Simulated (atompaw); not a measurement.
**A PAW (atompaw) potential for tellurium, from input to tests**

Do these settings give a usable potential? It is generated, then checked for scattering, ghosts and hardness.

Program: atompaw 4.2.0.5. Reference atom: PBE, scalar-relativistic, spherical and spin-unpolarised. All values are calculated.

## 1. The atom and the settings

The settings as typed:

| Property | Result |
| --- | --- |
| element | tellurium (Te, Z = 52) |
| type | PAW |
| frozen core | [Kr] 4d10 |
| valence charge | 6 |
| reference configuration | 5s2 5p4 |
| partial waves | 5s (bound): rc 2.50 bohr; 5s channel at -0.5 Ry: rc 2.00 bohr; 5p (bound): rc 2.50 bohr; 5p channel at 4.5 Ry: rc 2.50 bohr; 5d channel at 0.2 Ry: rc 1.85 bohr |
| local potential | bessel scheme, radius 2.00 bohr |
| core correction | smooth core density matched at 1.40 bohr |
| augmentation charge | gaussian compensation charge, radius 1.24 bohr; PAW radius 2.50 bohr; waves and projectors: custom rrkj vanderbiltortho |

The outer shells as boxes (Hund's rule for the drawing; the calculation is spin-unpolarised):

```
[Kr] core
4d [↑↓][↑↓][↑↓][↑↓][↑↓]
5s [↑↓]
5p [↑↓][↑ ][↑ ]
```

The nodes and maxima of the atom's own shells, from an earlier all-electron run, set the scale for the radii.

All-electron outer shells of the reference configuration (PBE, scalar-relativistic, ld1.x):

```
shell  level (eV)  outermost node (bohr)  outermost maximum (bohr)
   4p     -114.41                   0.38                      0.74
   4d      -41.65                   0.36                      0.81
   5s      -15.11                   0.91                      1.80
   5p       -5.95                   1.00                      2.17
```

## 2. Generating the potential

Contents of Te.input:

```
Te 52
GGA-PBE scalarrelativistic loggrid 1500 logderivrange -3 5 201
5 5 4 0 0 0
5 1 4
0 0 0
c
c
c
c
v
c
c
c
v
c
c
2
2.50 1.24 2.00 1.40
y
-0.5
n
y
4.5
n
y
0.2
n
custom rrkj vanderbiltortho gaussian
bessel
2.50
2.00
2.50
2.50
1.85
PWSCFOUT
UPFDX 0.0125d0 UPFXMIN -7.d0 UPFZMESH 52.d0
END
```

On the command line:

```sh
$ atompaw < Te.input > Te.log
```

**Question.** What will these runs give? Wanted: cutoffs for 10 and 1 mRy, occupied levels; bound ghosts; largest phase difference near zero energy, channels read; lowest eigenvalue of the overlap; share of valence orbitals outside the PAW sphere; UPF file.

**Answer**, as computed:

```
                                                quantity             value
               cutoffs for 10 and 1 mRy, occupied levels    8 Ry and 12 Ry
                                            bound ghosts        none found
largest phase difference near zero energy, channels read         0.195 rad
         lowest eigenvalue of the overlap (Bessel basis)         0.279 (s)
        share of valence orbitals outside the PAW sphere  5s 25 %, 5p 50 %
                                                UPF file       not written
```

In words: The potential is soft on the atom at that tolerance: the looser tolerance needs 8 Ry. The slowest occupied level is 5p: taken alone it needs 10 Ry to come within 1 mRy, against 8 Ry for 5s. No bound ghost shows below the valence levels. Near zero energy the largest phase difference among the channels read is 0.20 rad, in the d channel. In the d channel the atom's pole at 3.84 Ry sits lower, at 1.47 Ry, in the pseudo curve. The pseudo core plus compensation charge is negative at some radii, so no UPF file was written. All of this concerns the isolated atom, not yet a solid.
